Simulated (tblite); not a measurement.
# C4H10AsOSi: the cost of one run

The runs use tblite 0.8.0 and PySCF 2.14.0, with density-fitted response routines of our own; the level of theory stands in each step. All values are computed, except where a source is named. Atoms are numbered from 0 throughout.

### 1 The molecule as given

17 atoms, charge 0, multiplicity 2; geometry from: force field or distance geometry start.

Bonds of the start (Å): C0–C1 1.50, C1–Si2 1.88, Si2–As3 2.31, As3–C4 1.95, C4–C5 1.47, C5–O6 1.22, C0–H7 1.10, C0–H8 1.10, C1–H9 1.13, C1–H10 1.11, Si2–H11 1.48, Si2–H12 1.48, As3–H13 1.58, C4–H14 1.12, C4–H15 1.10, C5–H16 1.07.

### 2 Optimising the geometry with GFN2-xTB

What the job is given:

```
{"job": {"kind": "relax", "xc": "GFN2-xTB", "basis": "xTB"}, "charge": 0, "multiplicity": 2}
C     -2.313200     1.114700     1.282800
C     -2.616100     0.331200     0.040100
Si    -1.068700    -0.327200    -0.791300
As     0.560800    -0.932000     0.736300
C      2.243200    -0.199300     0.076800
C      3.297300    -0.187100     1.097800
O      3.874500     0.864700     1.320500
H     -1.387400     1.703800     1.265800
H     -3.179800     1.619300     1.731500
H     -3.184700    -0.583800     0.374100
H     -3.232300     0.874400    -0.702600
H     -0.504400     0.683000    -1.707300
H     -1.481600    -1.500500    -1.586100
H      0.620600    -2.505400     0.880900
H      2.108700     0.864200    -0.263900
H      2.637200    -0.765600    -0.779400
H      3.618900    -1.042400     1.663300
```

Started as:

```console
$ OMP_NUM_THREADS=1 python probes_run.py task.json out
```

One launch serves the whole session: the jobs run in the order shown.

**Question.** How long does this first job take on 1 thread of Arm Neoverse V1, shared host, and how much memory does it need?

About 1.1 s, with a peak of 0.18 GiB.
